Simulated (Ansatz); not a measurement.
# In2Ga3P5: the cost of one run

Method: DFT PBE, scalar-relativistic, plane waves, PAW, in Ansatz 0.2.0.

## (1) The structure to begin with

The structure is tetragonal, space group I-4m2 (No. 119). The conventional cell has a = 3.882 Å, b = 3.882 Å, c = 27.450 Å, α = 90.00°, β = 90.00°, γ = 90.00°. Around In (site symmetry 2mm) lie 4 P at 2.38 Å. Ga (site symmetry 2mm) has 4 P at 2.38 Å in its first shell of neighbours. Around Ga (site symmetry -4m2) lie 4 P at 2.38 Å. Around P (site symmetry 2mm) lie 2 Ga at 2.38 Å and 2 In at 2.38 Å. Around P (site symmetry 2mm) lie 2 In at 2.38 Å and 2 Ga at 2.38 Å. Around P (site symmetry -4m2) lie 4 Ga at 2.38 Å.

Structure file:

```
CELL_PARAMETERS angstrom
-1.94099 1.94099 13.72485
1.94099 -1.94099 13.72485
1.94099 1.94099 -13.72485
ATOMIC_POSITIONS crystal
In 0.40000 0.40000 0.00000
In 0.60000 0.60000 0.00000
Ga 0.80000 0.80000 0.00000
Ga 0.00000 0.00000 0.00000
Ga 0.20000 0.20000 0.00000
P 0.35000 0.85000 0.50000
P 0.95000 0.45000 0.50000
P 0.55000 0.05000 0.50000
P 0.15000 0.65000 0.50000
P 0.75000 0.25000 0.50000
```

The start is an ordering of an alloy on its end members' structure types: elements ordered on the sites of the GaP type, Ga/In on Ga (I-4m2, No. 119).

## (2) Probe: one point on a coarse mesh

Input file input.yaml:

```yaml
crystal:
  lattice:
    - [-1.94098672, 1.94098672, 13.7248487]
    - [1.94098672, -1.94098672, 13.7248487]
    - [1.94098672, 1.94098672, -13.7248487]
  atoms:
    - { symbol: In, position: [0.4, 0.4, 0.0] }
    - { symbol: In, position: [0.6, 0.6, 0.0] }
    - { symbol: Ga, position: [0.8, 0.8, 0.0] }
    - { symbol: Ga, position: [0.0, 0.0, 0.0] }
    - { symbol: Ga, position: [0.2, 0.2, 0.0] }
    - { symbol: P, position: [0.35, 0.85, 0.5] }
    - { symbol: P, position: [0.95, 0.45, 0.5] }
    - { symbol: P, position: [0.55, 0.05, 0.5] }
    - { symbol: P, position: [0.15, 0.65, 0.5] }
    - { symbol: P, position: [0.75, 0.25, 0.5] }
basis:
  ecutwfc: 420
kpoints:
  mp_grid: { grid: [6, 6, 6] }
hamiltonian:
  xc: pbe
scf:
  occupations: { method: gaussian, width: 0.1 }
  lower_state_search: "off"
output:
  forces: true
  stress: true
  eigenvalues: true
```

On the command line:

```bash
ansatz run input.yaml --threads 4 --pin off --max-ram 8192MiB --backend cpu --events-out ev --progress --plain --runs-dir out
```

**Question.** How long does this run take on 4 threads of Intel Xeon Platinum 8488C (Sapphire Rapids), shared host, and how much memory does it need?

About 6.7 s, with a peak of 0.71 GiB.
